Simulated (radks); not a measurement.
# Numerical settings for F

Aim: see which numerical settings matter for neutral fluorine. Each run changes a setting or two against a run with the defaults. The defaults are a mesh step of 0.008 in ln r, a mesh end at 40 bohr or more, Anderson mixing 0.5 over 9 steps and a tight residual threshold, with the energy settled to 1e-9 hartree as well; every run has a cap on iterations.

Program: radks (a radial shooting solver on a logarithmic mesh, Libxc functionals) version 1. Level of theory: non-relativistic Kohn-Sham, PBE, spin-polarised, spherical densities, point nucleus; open shells are filled with parallel spins first. These are calculated values, not measurements, unless marked.

## (1) The system

```
element       : fluorine (Z = 9)
charge        : 0
electrons     : 9
configuration : [He] 2s2 2p5
```

Outer shells as boxes (Hund's rule):

F
```
[He] core
2s [↑↓]
2p [↑↓][↑↓][↑ ]
```

## (2) Default settings

The run's settings:

```text
Z 9
configuration [He] 2s2 2p5
relativity non-relativistic
functional pbe,pbe
spin polarised
nucleus point
max_iterations 89
```

The run is started by

```sh
$ python run_ks.py task.json out
```

This one command runs every case of the session in turn.

## (3) Mesh step in ln r 0.2

Settings, as their differences from step 2:

```diff
@@ -6,2 +6,3 @@
 nucleus point
+mesh_step 0.2
 max_iterations 89
```

## (4) Mesh step in ln r 0.012

Settings, as their differences from step 3:

```diff
@@ -6,3 +6,3 @@
 nucleus point
-mesh_step 0.2
+mesh_step 0.012
 max_iterations 89
```

## (5) Mesh step in ln r 0.12

Settings, as their differences from step 4:

```diff
@@ -6,3 +6,3 @@
 nucleus point
-mesh_step 0.012
+mesh_step 0.12
 max_iterations 89
```

## (6) Mesh end (bohr) 12

Settings, as their differences from step 5:

```diff
@@ -6,3 +6,3 @@
 nucleus point
-mesh_step 0.12
+mesh_end 12
 max_iterations 89
```

## (7) Mesh end (bohr) 3

Settings, as their differences from step 6:

```diff
@@ -6,3 +6,3 @@
 nucleus point
-mesh_end 12
+mesh_end 3
 max_iterations 89
```

## (8) Residual threshold 0.01

Settings, as their differences from step 7:

```diff
@@ -6,3 +6,3 @@
 nucleus point
-mesh_end 3
+threshold 0.01
 max_iterations 89
```

## (9) Residual threshold 1e-16

Settings, as their differences from step 8:

```diff
@@ -6,3 +6,3 @@
 nucleus point
-threshold 0.01
+threshold 1e-16
 max_iterations 89
```

## (10) Mixing 0.01

Settings, as their differences from step 9:

```diff
@@ -6,3 +6,3 @@
 nucleus point
-threshold 1e-16
+mixing 0.01
 max_iterations 89
```

## (11) Mixing history 1, mixing 0.8

Settings, as their differences from step 10:

```diff
@@ -6,3 +6,4 @@
 nucleus point
-mixing 0.01
+history 1
+mixing 0.8
 max_iterations 89
```

## (12) Mixing history 1, mixing 0.05

Settings, as their differences from step 11:

```diff
@@ -7,3 +7,3 @@
 history 1
-mixing 0.8
+mixing 0.05
 max_iterations 89
```

## (13) Mixing history 20

Settings, as their differences from step 12:

```diff
@@ -6,4 +6,3 @@
 nucleus point
-history 1
-mixing 0.05
+history 20
 max_iterations 89
```

## (14) Iteration cap 5

Settings, as their differences from step 13:

```diff
@@ -6,3 +6,2 @@
 nucleus point
-history 20
-max_iterations 89
+max_iterations 5
```

**Question.** What will these runs give? Wanted: for each run, setting; iterations; converged; change of E.

**Answer**, as computed:

```tsv
setting	mesh points	iterations	converged	change of E (mhartree)	time
Default settings	2496	14	yes	0	0.06 s
mesh step in ln r 0.2	100	89	no	-	0.14 s
mesh step in ln r 0.012	1664	14	yes	0	0.04 s
mesh step in ln r 0.12	167	4	no	-	0.01 s
mesh end (bohr) 12	2326	14	yes	0	0.06 s
mesh end (bohr) 3	2153	13	yes	+175.4	0.05 s
residual threshold 0.01	2496	10	yes	0	0.04 s
residual threshold 1e-16	2496	89	no	-	0.23 s
mixing 0.01	2496	21	yes	0	0.08 s
mixing history 1, mixing 0.8	2496	89	no	-	0.3 s
mixing history 1, mixing 0.05	2496	89	no	-	0.3 s
mixing history 20	2496	22	yes	0	0.09 s
iteration cap 5	2496	5	no	-	0.02 s
```

**Reading.** A zero stands for a change under the printed digits. Converged yet off by more than 1 mhartree: mesh end (bohr) 3. Convergence of the cycle says nothing about the mesh. Not converged or rejected: mesh step in ln r 0.2; mesh step in ln r 0.12; residual threshold 1e-16; mixing history 1, mixing 0.8; mixing history 1, mixing 0.05; iteration cap 5. A mesh that ends early acts as a hard wall.
